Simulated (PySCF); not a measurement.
**C3H10B2O2: electronic excitations**

What electronic excitations should C3H10B2O2 (`BOBOC(C)C`) show?

Programs: PySCF 2.14.0, with density-fitted response routines of our own. Each step states its level of theory. These are calculated values for one molecule in the gas phase, unless marked as measured. Atoms are numbered from 0 throughout.

## (1) The molecule as given

17 atoms, charge 0, multiplicity 1; geometry from: GFN2-xTB.

Bonds of the start (Å): B0–O1 1.30, O1–B2 1.32, B2–O3 1.35, O3–C4 1.42, C4–C5 1.53, C4–C6 1.53, B0–H7 1.18, B0–H8 1.18, B2–H9 1.18, C4–H10 1.10, C5–H11 1.09, C5–H12 1.09, C5–H13 1.09, C6–H14 1.09, C6–H15 1.09, C6–H16 1.09.

## (2) Ultraviolet spectrum: wB97X-D/def2-SVPD

The job: settings as JSON, then the geometry in Å.

```
{"job": {"kind": "uv", "xc": "wB97X-D", "basis": "def2-SVPD", "nstates": 8, "ntriplets": 3}, "charge": 0, "multiplicity": 1}
B      2.775815    -0.736233    -0.539554
O      2.159364     0.202783     0.113353
B      1.431575     1.110271     0.743604
O      0.090918     1.050172     0.853637
C     -0.715155     0.011136     0.315707
C     -1.800718     0.643818    -0.552865
C     -1.320302    -0.790374     1.467438
H      2.952524    -0.622111    -1.703952
H      3.162653    -1.694480     0.036423
H      1.946262     2.038924     1.249339
H     -0.097017    -0.656336    -0.303790
H     -2.434709    -0.127683    -0.981360
H     -1.348911     1.218673    -1.357348
H     -2.408995     1.313301     0.049725
H     -0.531210    -1.222504     2.078335
H     -1.944708    -1.590451     1.078711
H     -1.924383    -0.136876     2.092149
```

Level: TDDFT wB97X-D/def2-SVPD, vertical, gas phase, core orbitals frozen in the response.

Launch:

```sh
> OMP_NUM_THREADS=1 python probes_run.py task.json out
```

One launch serves the whole session: the jobs run in the order shown.

Predict these results of the whole session: lowest singlet (wB97X-D/def2-SVPD); brightest single state of those computed; lowest triplet.

**Answer**, as computed:

| quantity | value |
| --- | --- |
| lowest singlet (wB97X-D/def2-SVPD) | 5.99 eV (207 nm), f = 0.000 |
| brightest single state of those computed | state 7, 8.79 eV, f = 0.211 |
| lowest triplet | 5.53 eV |

In words: The first singlet state (HOMO→LUMO 0.80, HOMO−2→LUMO 0.15) lies at 5.99 eV and is dark; of the 8 states computed, the strongest absorption comes from state 7 at 8.79 eV. The lowest triplet lies 0.45 eV below the lowest singlet (triplets in Tamm-Dancoff, singlets in full TDDFT).
